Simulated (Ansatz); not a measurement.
**C2H4AlFO: rotation by 180° about the O3–Al4 bond**

Aim: the minimum-energy path and barrier of the rotation by 180° about the O3–Al4 bond. The ends are relaxed first, then joined by a nudged elastic band. SMILES of the start: C=C[O][AlH][F].

Method: RKS PBE/6-31G*, in Ansatz 0.2.0.

**1. The starting structure**

Bond lengths: C1–C2 1.304 Å, C2–O3 1.367 Å, O3–Al4 1.934 Å, Al4–F5 1.728 Å, C1–H6 1.088 Å, C1–H7 1.082 Å, C2–H8 1.075 Å, Al4–H9 1.564 Å. Angles: C1–C2–O3 119.2°, C1–C2–H8 122.7°, O3–C2–H8 118.0°, C2–C1–H6 122.1°, C2–C1–H7 119.5°, H6–C1–H7 117.5°, C2–O3–Al4 124.0°, O3–Al4–F5 121.9°, O3–Al4–H9 115.1°, F5–Al4–H9 123.0°.

Coordinates:

```xyz
9

C    -1.5966   -0.4421    1.0819
C    -0.7238   -0.2875    0.1253
O     0.4548    0.3498    0.3941
Al    1.8943    0.5447   -0.8820
F     3.3666    1.3541   -0.4796
H    -1.4697    0.0158    2.0604
H    -2.5583   -0.8862    0.8590
H    -0.8753   -0.6713   -0.8676
H     1.5966   -0.0237   -2.3087
```

**2. Relaxing end A**

input.yaml

```yaml
crystal:
  periodic: [false, false, false]
  atoms:
    - { symbol: C, position_ang: [-1.5966, -0.4421, 1.0819] }
    - { symbol: C, position_ang: [-0.7238, -0.2875, 0.1253] }
    - { symbol: O, position_ang: [0.4548, 0.3498, 0.3941] }
    - { symbol: Al, position_ang: [1.8943, 0.5447, -0.882] }
    - { symbol: F, position_ang: [3.3666, 1.3541, -0.4796] }
    - { symbol: H, position_ang: [-1.4697, 0.0158, 2.0604] }
    - { symbol: H, position_ang: [-2.5583, -0.8862, 0.859] }
    - { symbol: H, position_ang: [-0.8753, -0.6713, -0.8676] }
    - { symbol: H, position_ang: [1.5966, -0.0237, -2.3087] }
basis:
  gaussian: { orbitals: "6-31G*" }
hamiltonian:
  xc: pbe
relax:
  f_tol: 0.015
  max_steps: 40
output:
  orbitals: {}
```

The run is started by

```bash
$ ansatz run input.yaml --threads 1 --pin off --max-ram 2048MiB --backend cpu --events-out ev --progress --plain --runs-dir out
```

The log of the run, shortened:

```text
Warning: RAYON_NUM_THREADS=1 ignored (pool sized by the plan → 1); use --threads N
[...]
Functional definition: PBE
[...]
973 factors; their error is unknown
[...]
mean field -13489.68673732 eV, -495.7368439584 hartree, gradient 8.2e-6 eV, S^2 0.000000; 0 other end points of the search recorded, 0 dependent functions left out
[...]
reference -13489.68678199 eV, -495.7368456000 hartree; 23, 23 occupied and 64, 64 virtual orbitals, 973 factors
relax step   1: F+E_penalty+E_count = -13489.68673732 eV  Δ(F+E_penalty+E_count) = +0.000e0 eV  max|allowed force component| = 2.732e0 eV/Å  Δτ_max = 0.0000 Å  (29 SCF iters, accepted)
[...]
relax step   3: F+E_penalty+E_count = -13490.20568593 eV  Δ(F+E_penalty+E_count) = -8.961e-2 eV  max|allowed force component| = 9.181e-1 eV/Å  Δτ_max = 0.1170 Å  (31 SCF iters, accepted)
[...]
relax step   5: F+E_penalty+E_count = -13490.24484756 eV  Δ(F+E_penalty+E_count) = -3.916e-2 eV  max|allowed force component| = 9.344e-2 eV/Å  Δτ_max = 0.0480 Å  (32 SCF iters, accepted)
[...]
relax step   7: F+E_penalty+E_count = -13490.25017932 eV  Δ(F+E_penalty+E_count) = -2.019e-3 eV  max|allowed force component| = 3.736e-2 eV/Å  Δτ_max = 0.0553 Å  (32 SCF iters, accepted)
[...]
relax step   8: F+E_penalty+E_count = -13490.25064039 eV  Δ(F+E_penalty+E_count) = -4.611e-4 eV  max|allowed force component| = 9.622e-3 eV/Å  Δτ_max = 0.0260 Å  (32 SCF iters, accepted)
[...]
relax step   9: F+E_penalty+E_count = -13490.25073694 eV  Δ(F+E_penalty+E_count) = -9.654e-5 eV  max|allowed force component| = 3.504e-3 eV/Å  Δτ_max = 0.0174 Å  (32 SCF iters, accepted)
973 factors; their error is unknown
mean field -13490.25073694 eV, -495.7575705620 hartree, gradient 1.1e-5 eV, S^2 0.000000; 1 other end points of the search recorded, 0 dependent functions left out
[...]
reference -13490.25078179 eV, -495.7575722105 hartree; 23, 23 occupied and 64, 64 virtual orbitals, 973 factors
Total energy: -13490.25078179 eV, -495.7575722105 hartree
Atom 0 at    -1.588488    -0.374325     1.100574 Å, force     0.001121    -0.002009    -0.001399 eV/Å
Atom 1 at    -0.700764    -0.292811     0.098057 Å, force    -0.002644     0.000414     0.000564 eV/Å
Atom 2 at     0.520314     0.304694     0.237473 Å, force     0.000094     0.000589     0.000061 eV/Å
Atom 3 at     1.809000     0.524163    -0.887686 Å, force     0.001642    -0.001718     0.002869 eV/Å
Atom 4 at     3.147873     1.316902    -0.307801 Å, force    -0.002583    -0.001186    -0.003504 eV/Å
Atom 5 at    -1.371804     0.039198     2.089088 Å, force    -0.001795    -0.000475    -0.001389 eV/Å
Atom 6 at    -2.551049    -0.863014     0.936093 Å, force     0.002297     0.002195     0.001545 eV/Å
Atom 7 at    -0.921097    -0.710395    -0.897404 Å, force     0.000380    -0.000111     0.000496 eV/Å
Atom 8 at     1.744616     0.009187    -2.385594 Å, force     0.001487     0.002301     0.000757 eV/Å
Dipole moment:    -0.149233    -0.154184    -0.270575 e Å
```

Run time: 22 s. Hardware: 1 thread of Intel Xeon Platinum 8488C (Sapphire Rapids), shared host; peak memory 0.17 GiB.

Relaxation path:

```tsv
step	energy from step 1 (eV)	largest force component (eV/Å)
1	0.0000	2.7320
2	-0.4293	1.5209
3	-0.5189	0.9181
4x	-0.5018	0.9644
5	-0.5581	0.0934
6	-0.5614	0.0736
7	-0.5634	0.0374
8	-0.5639	0.0096
9	-0.5640	0.0035
```

Step 1 is the start. 1 step was tried and not accepted (marked x).

After: Bond lengths: C1–C2 1.342 Å, C2–O3 1.367 Å, O3–Al4 1.725 Å, Al4–F5 1.661 Å, C1–H6 1.093 Å, C1–H7 1.092 Å, C2–H8 1.102 Å, Al4–H9 1.585 Å. Angles: C1–C2–O3 122.8°, C1–C2–H8 121.3°, O3–C2–H8 115.9°, C2–C1–H6 121.4°, C2–C1–H7 119.9°, H6–C1–H7 118.7°, C2–O3–Al4 131.0°, O3–Al4–F5 115.8°, O3–Al4–H9 123.0°, F5–Al4–H9 121.2°.

**3. End point B**

The second end starts from a geometry with the move made by hand.

input.yaml: that of step 2 with these lines changed.

```diff
@@ -7,3 +7,3 @@
     - { symbol: Al, position_ang: [1.8943, 0.5447, -0.882] }
-    - { symbol: F, position_ang: [3.3666, 1.3541, -0.4796] }
+    - { symbol: F, position_ang: [1.78013, -0.08082, -2.48837] }
     - { symbol: H, position_ang: [-1.4697, 0.0158, 2.0604] }
@@ -11,3 +11,3 @@
     - { symbol: H, position_ang: [-0.8753, -0.6713, -0.8676] }
-    - { symbol: H, position_ang: [1.5966, -0.0237, -2.3087] }
+    - { symbol: H, position_ang: [3.1787, 1.24669, -0.32999] }
 basis:
```

The run is started by

```bash
$ ansatz run input.yaml --threads 1 --pin off --max-ram 2048MiB --backend cpu --events-out ev --progress --plain --runs-dir out
```

The log of the run, shortened:

```text
Warning: RAYON_NUM_THREADS=1 ignored (pool sized by the plan → 1); use --threads N
[...]
[... 1 set-up line as earlier in the session ...]
[...]
973 factors; their error is unknown
[...]
mean field -13489.76272453 eV, -495.7396364370 hartree, gradient 1.0e-5 eV, S^2 0.000000; 0 other end points of the search recorded, 0 dependent functions left out
[...]
reference -13489.76276962 eV, -495.7396380940 hartree; 23, 23 occupied and 64, 64 virtual orbitals, 973 factors
relax step   1: F+E_penalty+E_count = -13489.76272453 eV  Δ(F+E_penalty+E_count) = +0.000e0 eV  max|allowed force component| = 2.653e0 eV/Å  Δτ_max = 0.0000 Å  (29 SCF iters, accepted)
[...]
relax step   3: F+E_penalty+E_count = -13490.24302745 eV  Δ(F+E_penalty+E_count) = -7.974e-2 eV  max|allowed force component| = 9.339e-1 eV/Å  Δτ_max = 0.1259 Å  (31 SCF iters, accepted)
[...]
Total energy: -13490.29648744 eV, -495.7592518619 hartree
Atom 0 at    -1.603308    -0.380681     1.076856 Å, force    -0.002832    -0.001465    -0.001064 eV/Å
Atom 1 at    -0.704958    -0.315131     0.082905 Å, force     0.001404    -0.000037    -0.002090 eV/Å
Atom 2 at     0.519278     0.276074     0.232443 Å, force     0.003025     0.001946    -0.000036 eV/Å
Atom 3 at     1.852949     0.523923    -0.828178 Å, force    -0.002102    -0.001048    -0.000248 eV/Å
Atom 4 at     1.766607    -0.023835    -2.398631 Å, force     0.000740    -0.000103    -0.000230 eV/Å
Atom 5 at    -1.395562     0.040851     2.063892 Å, force     0.000466     0.000540     0.001734 eV/Å
Atom 6 at    -2.567549    -0.863902     0.906629 Å, force    -0.000100    -0.000350     0.000312 eV/Å
Atom 7 at    -0.910615    -0.738235    -0.911673 Å, force    -0.000107     0.000772     0.001315 eV/Å
Atom 8 at     3.127387     1.270006    -0.271502 Å, force    -0.000494    -0.000254     0.000307 eV/Å
Dipole moment:     0.032447     0.020698     0.020645 e Å
```

It took 26 s on 1 thread of Intel Xeon Platinum 8488C (Sapphire Rapids), shared host; peak memory 0.16 GiB.

Step by step:

```tsv
step	energy from step 1 (eV)	largest force component (eV/Å)
1	0.0000	2.6531
2	-0.4006	1.4435
3	-0.4803	0.9339
4	-0.5137	0.3289
5	-0.5137	0.9933
6	-0.5266	0.1536
7	-0.5311	0.1595
8	-0.5336	0.0232
9	-0.5337	0.0166
10	-0.5337	0.0030
```

Step 1 is the start.

After: Bond lengths: C1–C2 1.341 Å, C2–O3 1.368 Å, O3–Al4 1.722 Å, Al4–F5 1.665 Å, C1–H6 1.093 Å, C1–H7 1.092 Å, C2–H8 1.100 Å, Al4–H9 1.578 Å. Angles: C1–C2–O3 122.7°, C1–C2–H8 121.7°, O3–C2–H8 115.6°, C2–C1–H6 121.5°, C2–C1–H7 119.8°, H6–C1–H7 118.6°, C2–O3–Al4 133.5°, O3–Al4–F5 119.6°, O3–Al4–H9 118.4°, F5–Al4–H9 122.0°.

**4. Nudged elastic band**

crystal.atoms is end A as relaxed above, and neb.final_atoms is end B, turned to lie on A. With 5 inner images the band has 7 in all.

input.yaml

```yaml
crystal:
  periodic: [false, false, false]
  atoms:
    - { symbol: C, position_ang: [-1.588488, -0.374325, 1.100574] }
    - { symbol: C, position_ang: [-0.700764, -0.292811, 0.098057] }
    - { symbol: O, position_ang: [0.520314, 0.304694, 0.237473] }
    - { symbol: Al, position_ang: [1.809, 0.524163, -0.887686] }
    - { symbol: F, position_ang: [3.147873, 1.316902, -0.307801] }
    - { symbol: H, position_ang: [-1.371804, 0.039198, 2.089088] }
    - { symbol: H, position_ang: [-2.551049, -0.863014, 0.936093] }
    - { symbol: H, position_ang: [-0.921097, -0.710395, -0.897404] }
    - { symbol: H, position_ang: [1.744616, 0.009187, -2.385594] }
basis:
  gaussian: { orbitals: "6-31G*" }
hamiltonian:
  xc: pbe
neb:
  order_check: false
  images: 5
  f_tol: 0.05
  max_iterations: 60
  initial_path: idpp
  final_atoms:
    - { symbol: C, position_ang: [-1.58056536, -0.3959342, 1.10133938] }
    - { symbol: C, position_ang: [-0.72138029, -0.25316458, 0.08119921] }
    - { symbol: O, position_ang: [0.5514986, 0.21832959, 0.24886355] }
    - { symbol: Al, position_ang: [1.85614211, 0.51859345, -0.83408211] }
    - { symbol: F, position_ang: [1.66172698, 0.21238138, -2.45958306] }
    - { symbol: H, position_ang: [-1.29931291, -0.13854417, 2.12590521] }
    - { symbol: H, position_ang: [-2.58668185, -0.77702298, 0.91494889] }
    - { symbol: H, position_ang: [-1.00098791, -0.51116504, -0.9511537] }
    - { symbol: H, position_ang: [3.20816164, 1.08012554, -0.24463736] }
```

The run is started by

```bash
$ ansatz run input.yaml --threads 1 --pin off --max-ram 2048MiB --backend cpu --events-out ev --progress --plain --runs-dir out
```

The log of the run, shortened:

```text
Warning: RAYON_NUM_THREADS=1 ignored (pool sized by the plan → 1); use --threads N
[...]
[... 1 set-up line as earlier in the session ...]
[...]
973 factors; their error is unknown
[...]
mean field -13490.25073126 eV, -495.7575703536 hartree, gradient 5.3e-5 eV, S^2 0.000000; 0 other end points of the search recorded, 0 dependent functions left out
[...]
reference -13490.25077610 eV, -495.7575720012 hartree; 23, 23 occupied and 64, 64 virtual orbitals, 973 factors
973 factors; their error is unknown
[...]
mean field -13490.29644984 eV, -495.7592504804 hartree, gradient 8.4e-6 eV, S^2 0.000000; 0 other end points of the search recorded, 0 dependent functions left out
[...]
reference -13490.29649492 eV, -495.7592521369 hartree; 23, 23 occupied and 64, 64 virtual orbitals, 973 factors
NEB end point (image 0): max|allowed force component| = 3.480e-3 eV/Å (the criterion of neb.relax_end_points is 1.000e-2)
[...]
Atom 0 at    -1.542663    -0.318095     1.168710 Å, force     0.001249     0.001715     0.000194 eV/Å
Atom 1 at    -0.903805     0.013258     0.036370 Å, force     0.003107    -0.002902     0.012275 eV/Å
Atom 2 at     0.444807     0.040124    -0.090402 Å, force    -0.004724     0.009389    -0.027340 eV/Å
Atom 3 at     1.904934     0.200922    -0.944868 Å, force     0.001167    -0.006028     0.016318 eV/Å
Atom 4 at     2.793223     1.588860    -0.721477 Å, force    -0.001286    -0.000377    -0.000540 eV/Å
Atom 5 at    -0.999956    -0.590051     2.077761 Å, force     0.000274    -0.001688    -0.000168 eV/Å
Atom 6 at    -2.634092    -0.317327     1.192198 Å, force     0.000622    -0.000217     0.000211 eV/Å
Atom 7 at    -1.452988     0.289552    -0.875538 Å, force    -0.000163    -0.000846    -0.000117 eV/Å
Atom 8 at     2.479142    -0.953646    -1.859954 Å, force    -0.000246     0.000954    -0.000833 eV/Å
Dipole moment:    -0.126171    -0.153624    -0.184573 e Å
this run last wrote the band of iteration 17 to <dir>; this run last wrote the band within `neb.f_tol` of iteration 16 to <dir>
```

Wall time 2.7 min (1 thread of Intel Xeon Platinum 8488C (Sapphire Rapids), shared host); peak memory 0.14 GiB.

**5. Images and barrier**

Images 0 and 6 are the ends. Energies count from image 0; the path length is the program's own measure over all atoms.

```tsv
image	path (Å)	energy (eV)	dihedral C2–O3–Al4–F5 (°)	band force (eV/Å)
0	0.000	0.0000	-180	-
1	0.830	0.0117	175	0.010
2	1.661	0.0316	168	0.026
3*	2.483	0.0675	107	0.027
4	3.473	0.0032	19	0.021
5	4.462	-0.0286	5	0.005
6	5.451	-0.0457	0	-
```

The star marks the climbing image.

image, energy (eV) and a bar:
```
        0      0.000 ############
        1      0.012 ###############
        2      0.032 ####################
        3      0.068 ##############################
        4      0.003 #############
        5     -0.029 #####
        6     -0.046
```

The top of the band by iteration:

```tsv
iteration	highest image above image 0 (eV)	largest band force (eV/Å)
1	0.1237	0.364
3	0.0966	0.415
5	0.0885	0.255
7	0.0797	0.149
9	0.0747	0.095
11	0.0713	0.069
13	0.0690	0.047
15	0.0681	0.051
17	0.0675	0.027
```

Positions of all images (Å):

```xyz
9
image=0 dE=0.0000
C    -1.588   -0.374    1.101
C    -0.701   -0.293    0.098
O     0.520    0.305    0.237
Al    1.809    0.524   -0.888
F     3.148    1.317   -0.308
H    -1.372    0.039    2.089
H    -2.551   -0.863    0.936
H    -0.921   -0.710   -0.897
H     1.745    0.009   -2.386
9
image=1 dE=0.0117
C    -1.550   -0.398    1.116
C    -0.797   -0.115    0.042
O     0.442    0.454    0.134
Al    1.837    0.422   -0.873
F     3.095    1.389   -0.382
H    -1.195   -0.198    2.130
H    -2.542   -0.837    0.985
H    -1.157   -0.311   -0.979
H     1.956   -0.452   -2.190
9
image=2 dE=0.0316
C    -1.507   -0.409    1.114
C    -0.890    0.032    0.007
O     0.391    0.496   -0.011
Al    1.864    0.310   -0.865
F     3.020    1.457   -0.535
H    -0.994   -0.452    2.079
H    -2.550   -0.727    1.063
H    -1.412    0.088   -0.959
H     2.167   -0.841   -1.910
9
image=3 dE=0.0675
C    -1.543   -0.318    1.169
C    -0.904    0.013    0.036
O     0.445    0.040   -0.090
Al    1.905    0.201   -0.945
F     2.793    1.589   -0.721
H    -1.000   -0.590    2.078
H    -2.634   -0.317    1.192
H    -1.453    0.290   -0.876
H     2.479   -0.954   -1.860
9
image=4 dE=0.0032
C    -1.469   -0.222    1.196
C    -0.910    0.023    0.001
O     0.330   -0.405   -0.365
Al    1.860    0.067   -0.962
F     2.391    1.643   -0.880
H    -0.936   -0.757    1.986
H    -2.489    0.113    1.392
H    -1.455    0.552   -0.793
H     2.766   -1.061   -1.593
9
image=5 dE=-0.0286
C    -1.500   -0.248    1.207
C    -0.800    0.122    0.124
O     0.361   -0.491   -0.256
Al    1.813   -0.015   -1.044
F     2.081    1.581   -1.435
H    -1.158   -1.054    1.861
H    -2.433    0.264    1.452
H    -1.144    0.931   -0.537
H     2.869   -1.136   -1.389
9
image=6 dE=-0.0457
C    -1.589   -0.351    1.105
C    -0.735   -0.210    0.080
O     0.568    0.171    0.251
Al    1.876    0.443   -0.835
F     1.642    0.233   -2.471
H    -1.279   -0.164    2.136
H    -2.619   -0.658    0.915
H    -1.043   -0.397   -0.960
H     3.268    0.887   -0.239
```

**6. Frequencies at the highest image**

The geometry is the highest inner image of the first converged band.

input.yaml

```yaml
crystal:
  periodic: [false, false, false]
  atoms:
    - { symbol: C, position_ang: [-1.542663, -0.318095, 1.16871] }
    - { symbol: C, position_ang: [-0.903805, 0.013258, 0.03637] }
    - { symbol: O, position_ang: [0.444807, 0.040124, -0.090402] }
    - { symbol: Al, position_ang: [1.904934, 0.200922, -0.944868] }
    - { symbol: F, position_ang: [2.793223, 1.58886, -0.721477] }
    - { symbol: H, position_ang: [-0.999956, -0.590051, 2.077761] }
    - { symbol: H, position_ang: [-2.634092, -0.317327, 1.192198] }
    - { symbol: H, position_ang: [-1.452988, 0.289552, -0.875538] }
    - { symbol: H, position_ang: [2.479142, -0.953646, -1.859954] }
basis:
  gaussian: { orbitals: "6-31G*" }
hamiltonian:
  xc: pbe
phonons: {}
```

The run is started by

```bash
$ ansatz run input.yaml --threads 1 --pin off --max-ram 2048MiB --backend cpu --events-out ev --progress --plain --runs-dir out
```

The log of the run, shortened:

```text
Warning: RAYON_NUM_THREADS=1 ignored (pool sized by the plan → 1); use --threads N
[...]
[... 1 set-up line as earlier in the session ...]
[...]
973 factors; their error is unknown
[...]
mean field -13490.18319370 eV, -495.7550883940 hartree, gradient 8.4e-6 eV, S^2 0.000000; 0 other end points of the search recorded, 0 dependent functions left out
[...]
reference -13490.18323899 eV, -495.7550900584 hartree; 23, 23 occupied and 64, 64 virtual orbitals, 973 factors
[...]
973 factors; their error is unknown
mean field -13490.18299055 eV, -495.7550809282 hartree, gradient 2.1e-6 eV, S^2 0.000000; 0 other end points of the search recorded, 0 dependent functions left out
[...]
reference -13490.18303584 eV, -495.7550825925 hartree; 23, 23 occupied and 64, 64 virtual orbitals, 973 factors
[...]
973 factors; their error is unknown
mean field -13490.18298320 eV, -495.7550806581 hartree, gradient 1.1e-6 eV, S^2 0.000000; 0 other end points of the search recorded, 0 dependent functions left out
[...]
WARN: phonons: modes at or below zero, which the zero-point energy, F, S and C_V leave out: 1, the lowest at -96.00 cm⁻¹. A minimum has none, and a first-order saddle one
[...]
Total energy: -13490.18323899 eV, -495.7550900584 hartree
Atom 0 at    -1.542663    -0.318095     1.168710 Å, force     0.001250     0.001657     0.000297 eV/Å
Atom 1 at    -0.903805     0.013258     0.036370 Å, force     0.002999    -0.002766     0.012142 eV/Å
Atom 2 at     0.444807     0.040124    -0.090402 Å, force    -0.004758     0.009307    -0.027258 eV/Å
Atom 3 at     1.904934     0.200922    -0.944868 Å, force     0.001541    -0.006189     0.016411 eV/Å
Atom 4 at     2.793223     1.588860    -0.721477 Å, force    -0.001428    -0.000268    -0.000633 eV/Å
Atom 5 at    -0.999956    -0.590051     2.077761 Å, force     0.000291    -0.001725    -0.000155 eV/Å
Atom 6 at    -2.634092    -0.317327     1.192198 Å, force     0.000563    -0.000202     0.000217 eV/Å
Atom 7 at    -1.452988     0.289552    -0.875538 Å, force    -0.000185    -0.000785    -0.000135 eV/Å
Atom 8 at     2.479142    -0.953646    -1.859954 Å, force    -0.000273     0.000971    -0.000886 eV/Å
Dipole moment:    -0.126169    -0.153625    -0.184572 e Å
Vibrations: -96.00 16.55 58.59 231.19 430.47 459.44 630.05 676.23 696.82 794.18 867.97 936.40 1023.43 1257.67 1335.50 1403.42 1675.29 1966.53 3067.69 3122.50 3213.03 cm⁻¹, zero-point energy 1.479314 eV
```

Run time: 69 s. Hardware: 1 thread of Intel Xeon Platinum 8488C (Sapphire Rapids), shared host; peak memory 0.13 GiB.

Of 21 modes, 1 is imaginary by more than 30 cm⁻¹ (96i cm⁻¹).

(Part 1 of 2 ends here.)
